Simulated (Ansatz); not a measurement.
**CH₄OSSi: small, medium and large basis sets**

An exercise on one series of results from a longer session: the logs are not shown, and one member is left open.

Method: one geometry, several basis sets; program: Ansatz 0.2.0, Gaussian basis.

Levels to be run: PBE0-D4/def2-SVP; ωB97M-V/def2-SVP; PBE0-D4/def2-QZVPP; ωB97M-V/def2-QZVPP; the functionals' def2-TZVPP values are taken from earlier runs.

### The relaxed structure

An earlier PBE0-D4 in a triple-zeta def2 set relaxation fixed the geometry.

SMILES `CS[Si]O`, 8 atoms, charge 0, spin multiplicity 1.

Atoms are counted from 1 here; the program's logs count them from 0.

Bond lengths: C1–S2 1.813 Å, C1–H5 1.091 Å, C1–H6 1.089 Å, C1–H7 1.091 Å, S2–Si3 2.160 Å, Si3–O4 1.651 Å, O4–H8 0.961 Å. Angles: S2–C1–H5 111.2°, S2–C1–H6 107.4°, S2–C1–H7 111.2°, H5–C1–H6 108.2°, H5–C1–H7 110.5°, H6–C1–H7 108.2°, C1–S2–Si3 107.1°, S2–Si3–O4 103.8°, Si3–O4–H8 121.8°.

Coordinates:

```
C     0.7244    0.5388   -0.5904
S    -0.1969   -0.8441   -1.3157
Si   -1.4966   -1.6212    0.2248
O    -1.1788   -0.6614    1.5299
H     1.3423    0.2065    0.2452
H     1.3819    0.9332   -1.3641
H     0.0525    1.3382   -0.2740
H    -0.5367    0.0528    1.4884
```

The first run:

File in.yaml:

```yaml
crystal:
  periodic: [false, false, false]
  atoms:
    - {symbol: C, position_ang: [0.724364, 0.538786, -0.590426]}
    - {symbol: S, position_ang: [-0.196927, -0.844075, -1.315699]}
    - {symbol: Si, position_ang: [-1.496607, -1.621167, 0.224770]}
    - {symbol: O, position_ang: [-1.178823, -0.661369, 1.529891]}
    - {symbol: H, position_ang: [1.342330, 0.206516, 0.245183]}
    - {symbol: H, position_ang: [1.381881, 0.933177, -1.364109]}
    - {symbol: H, position_ang: [0.052510, 1.338175, -0.274049]}
    - {symbol: H, position_ang: [-0.536726, 0.052757, 1.488437]}
basis:
  gaussian: {orbitals: def2-SVP}
hamiltonian: {xc: pbe0, dispersion: d4}
output: {orbitals: {seedname: orbitals}}
```

Steps of the session up to this table: PBE0-D4 in def2-SVP; ωB97M-V in def2-SVP; PBE0-D4 in def2-QZVPP; ωB97M-V in def2-QZVPP.

One table of the session follows, with a row left open; its other results are not shown here.

It belongs to the step «Functionals by basis». 

| functional | basis | HOMO (eV) |
| --- | --- | --- |
| PBE0-D4 | def2-SVP | ? |
| PBE0-D4 | def2-TZVPP | -6.83 |
| PBE0-D4 | def2-QZVPP | -6.87 |
| ωB97M-V | def2-SVP | -8.79 |
| ωB97M-V | def2-TZVPP | -8.89 |
| ωB97M-V | def2-QZVPP | -8.94 |

Estimate the missing values for PBE0-D4, def2-SVP.

The run gave: HOMO (eV): -6.77. In the column «HOMO (eV)» it is the highest.
